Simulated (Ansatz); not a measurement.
Wanted: the native input for an Ansatz 0.2.0 run.

```
Task                : single point
Functional          : PBE
Potentials or basis : Ansatz PAW
Cutoff              : 420 eV (not typed: the program's choice for these potentials)
k mesh              : 6 × 6 × 6
Occupations         : gaussian, width 0.05 eV
Spin                : collinear spin, ferrimagnetic start
Starting moments    : [4.0, -2.0, 0.0, 0.0] μB
```

The system is MnS.

```
Mn S
1.0
     2.61225    2.61225    5.22450
     2.61225   -2.61225    0.00000
     2.61225    2.61225    0.00000
Mn S
2 2
Direct
  0.00000 0.00000 0.00000
  0.50000 0.50000 0.00000
  0.50000 0.00000 0.50000
  0.00000 0.50000 0.50000
```

The cell isn't the ideal one: another cell of the same crystal, with 4 atoms.

One way to write it, as run:

input.yaml

```yaml
crystal:
  lattice:
    - [2.61224989, 2.61224989, 5.22449978]
    - [2.61224989, -2.61224989, 0.0]
    - [2.61224989, 2.61224989, 0.0]
  atoms:
    - { symbol: Mn, position: [0.0, 0.0, 0.0], spin: 4.0 }
    - { symbol: Mn, position: [0.5, 0.5, 0.0], spin: -2.0 }
    - { symbol: S, position: [0.5, 0.0, 0.5] }
    - { symbol: S, position: [0.0, 0.5, 0.5] }
hamiltonian:
  xc: pbe
  pseudopotentials: { kind: paw }
magnetization:
  spin_polarized: true
kpoints:
  mp_grid: { grid: [6, 6, 6] }
scf:
  occupations: { method: gaussian, width: 0.05 }
output:
  forces: true
  stress: true
  eigenvalues: true
```

Potentials or basis: Ansatz PAW.

Command:

```bash
$ ansatz run input.yaml --threads 2 --pin off --max-ram 5632MiB --backend cpu --events-out ev --progress --plain --runs-dir out
```

Results of the run:

```json
{"Pressure": "-3.0 GPa", "Band gap on the k mesh": "none (metal or under the smearing width)", "Net moment": "0.00 μB per cell", "Absolute moment": "9.22 μB per cell", "Site moments": "Mn +4.24, -4.24; S -0.06, +0.06 μB"}
```

Caveat: semilocal functionals often make such compounds metallic where correlation or magnetic order opens a gap, which also shifts bond lengths.

Wall time 3.8 s on 2 threads of Intel(R) Xeon(R) 6975P-C (Granite Rapids), with other jobs on the host, peak memory 0.49 GiB.
